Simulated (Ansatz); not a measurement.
I need harmonic frequencies at the relaxed geometry of CH3BCl2S, SMILES CSB(Cl)Cl. Use Ansatz's Python interface. Level of theory (for the species named): PBE0, def2-SVP basis, multiplicity 1.

```json
{"atom": "C", "x (Å)": "-0.1724", "y (Å)": "0.6542", "z (Å)": "1.0203"}
{"atom": "S", "x (Å)": "-1.1735", "y (Å)": "-0.6579", "z (Å)": "0.2474"}
{"atom": "B", "x (Å)": "0.0375", "y (Å)": "-0.9233", "z (Å)": "-1.1613"}
{"atom": "Cl", "x (Å)": "1.5369", "y (Å)": "-2.1008", "z (Å)": "-0.9299"}
{"atom": "Cl", "x (Å)": "-0.1059", "y (Å)": "-0.0053", "z (Å)": "-2.7480"}
{"atom": "H", "x (Å)": "0.7816", "y (Å)": "0.3542", "z (Å)": "1.3197"}
{"atom": "H", "x (Å)": "-0.7378", "y (Å)": "1.0627", "z (Å)": "1.9092"}
{"atom": "H", "x (Å)": "-0.0742", "y (Å)": "1.5590", "z (Å)": "0.2869"}
```

Script `ch3bcl2s.py`:
```python
import ansatz as az
import numpy as np


def main() -> None:
    geometry_ang = [
        ('C', [-0.1724, 0.6542, 1.0203]),
        ('S', [-1.1735, -0.6579, 0.2474]),
        ('B', [0.0375, -0.9233, -1.1613]),
        ('Cl', [1.5369, -2.1008, -0.9299]),
        ('Cl', [-0.1059, -0.0053, -2.748]),
        ('H', [0.7816, 0.3542, 1.3197]),
        ('H', [-0.7378, 1.0627, 1.9092]),
        ('H', [-0.0742, 1.559, 0.2869]),
    ]
    geometry = az.Crystal.molecule()
    for symbol, xyz in geometry_ang:
        geometry = geometry.atom(symbol, xyz)

    job = (
        geometry.calculation()
        .basis(gaussian='def2-SVP')
        .functional('pbe0')
        .accuracy('high')
        .scf(lower_state_search='light')
    )
    symbols = [site.symbol for site in geometry.cartesian_sites]
    start = np.array([site.position_ang for site in geometry.cartesian_sites], dtype=float)
    r = job.relax(force_tolerance=0.003, max_steps=100).run(threads=1, pin='off').report
    end = np.array(r['positions_ang'])

    print('bond        before    after (A)')
    for i, j in [(0, 1), (0, 5), (0, 6), (0, 7), (1, 2), (2, 3), (2, 4)]:
        d0, d1 = (np.linalg.norm(xyz[i] - xyz[j]) for xyz in (start, end))
        print(f'{symbols[i]}{i}-{symbols[j]}{j}'.ljust(10), f'{d0:8.4f} {d1:8.4f}')

    minimum = az.Crystal.molecule()
    for symbol, xyz in zip(symbols, end):
        minimum = minimum.atom(symbol, xyz.tolist())
    vibrating = (
        minimum.calculation()
        .basis(gaussian='def2-SVP')
        .functional('pbe0')
        .accuracy('high')
        .scf(lower_state_search='light')
        .phonons(temperatures=(100, 500, 100))
    )
    vib = vibrating.run(threads=1, pin='off').report['vibrations']
    sums = vib['harmonic_sums']
    modes = [m['omega_inv_cm'] for m in sums['modes_at_gamma'] if m['rigid_motion'] == 'no']
    for number, w in enumerate(modes, start=1):
        print(f'mode {number:2d} {w:9.1f} 1/cm {w / 8065.544 * 1000:8.2f} meV')
    print('imaginary modes:', sum(w < 0 for w in modes), ' zero-point energy:', round(sums['zero_point_energy_ev'], 4), 'eV')
    print('T (K)   F_vib (eV)   S_vib (meV/K)   C_vib (meV/K)')
    for row in zip(sums['temperatures_k'], sums['vibrational_free_energy_ev'], vib['entropy_ev_per_k'], vib['heat_capacity_ev_per_k']):
        print(f'{row[0]:6.1f} {row[1]:11.4f} {1000 * row[2]:13.4f} {1000 * row[3]:15.4f}')


if __name__ == '__main__':
    main()
```

Output of `python ch3bcl2s.py`:
```text
bond        before    after (A)
C0-S1        1.8224   1.8146
C0-H5        1.0439   1.0977
C0-H6        1.1299   1.0976
C0-H7        1.1688   1.0976
S1-B2        1.8765   1.7827
B2-Cl3       1.9205   1.7563
B2-Cl4       1.8387   1.7538
mode  1      92.6 1/cm    11.48 meV
mode  2     114.5 1/cm    14.20 meV
mode  3     169.6 1/cm    21.02 meV
mode  4     241.2 1/cm    29.91 meV
mode  5     307.8 1/cm    38.16 meV
mode  6     436.0 1/cm    54.06 meV
mode  7     466.0 1/cm    57.78 meV
mode  8     737.0 1/cm    91.37 meV
mode  9     957.5 1/cm   118.71 meV
mode 10     961.4 1/cm   119.19 meV
mode 11     994.5 1/cm   123.30 meV
mode 12    1014.2 1/cm   125.75 meV
mode 13    1335.4 1/cm   165.57 meV
mode 14    1442.6 1/cm   178.86 meV
mode 15    1443.4 1/cm   178.96 meV
mode 16    3081.3 1/cm   382.03 meV
mode 17    3202.8 1/cm   397.10 meV
mode 18    3203.6 1/cm   397.20 meV
imaginary modes: 0  zero-point energy: 1.2523 eV
T (K)   F_vib (eV)   S_vib (meV/K)   C_vib (meV/K)
 100.0      1.2467        0.1678          0.2637
 200.0      1.2170        0.4192          0.4712
 300.0      1.1638        0.6420          0.6357
 400.0      1.0893        0.8450          0.7779
 500.0      0.9953        1.0314          0.8927
```

What to keep in mind:
- These settings explore the input space; basis and method may be short of convergence.
- The frequencies are harmonic and unscaled, in a modest basis. The result belongs to the one conformer reached from this start, and soft torsions count as harmonic oscillators.
- Wall time of the script: 8.1 min on 1 thread of Intel(R) Xeon(R) 6975P-C (Granite Rapids), with other jobs on the host, peak memory 0.49 GiB.

(Lines on the test bed's own set-up are left out of the output.)
